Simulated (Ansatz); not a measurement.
Runs of Ansatz 0.2.0 on GeSb4Te7. It takes space group P-3m1 (No. 164, trigonal). Conventional cell: a = 4.289 Å, b = 4.289 Å, c = 24.638 Å, α = 90.00°, β = 90.00°, γ = 120.00°. Te (site symmetry 3m) has 3 Sb at 3.00 Å as nearest neighbours. Te (site symmetry -3m) has 6 Sb at 3.18 Å as nearest neighbours. Te (site symmetry 3m) has 3 Ge at 3.00 Å and 3 Sb at 3.19 Å as nearest neighbours. Around Te (site symmetry 3m) lie 3 Sb at 3.01 Å. Around Sb (site symmetry 3m) lie 6 Te at 3.00 to 3.19 Å. Around Sb (site symmetry 3m) lie 6 Te at 3.01 to 3.18 Å. Ge (site symmetry -3m) has 6 Te at 3.00 Å as nearest neighbours. The cell is a database's computed one.

| task | level | cell | cutoff (eV) | points for each segment of the path | gap on the mesh (eV) | pressure (GPa) | largest force (eV/Å) |
| --- | --- | --- | --- | --- | --- | --- | --- |
| single point | PBEsol | as given | 420 | - | 0.37 | -1.6 | 0.07 |
| band structure | r2SCAN | as given | 500 | 10 | (a) | 0.0 | 0.04 |
| band structure | PBEsol | as given | 420 | 10 | 0.37 | -1.6 | 0.07 |
| single point | PBEsol | atoms moved at random, drawn with an rms of 0.05 Å | 420 | - | 0.39 | -1.7 | 0.45 |

Alike in all rows: potentials or basis Ansatz PAW; no spin polarisation; k mesh 7 × 7 × 2; smearing fermi-dirac 0.05 eV.

Problem. Fill in the values left out.

Solution. (a) 0.56.

Caveats: spin-orbit coupling is left out, which moves the levels of the heavy elements; the PAW data sets come from PBE, with cores solved anew for the run's functional, which leaves a small shift of forces and pressure; odd divisions of the mesh miss points on the zone boundary, where band edges often lie, so the gap on the mesh can be too wide (some runs); this functional lacks dispersion, which binds the layers, so the pressure and a relaxed spacing across them are unreliable (some runs).

A k mesh can miss the band edges, and the runs leave out spin-orbit coupling on Ge, Sb, Te.
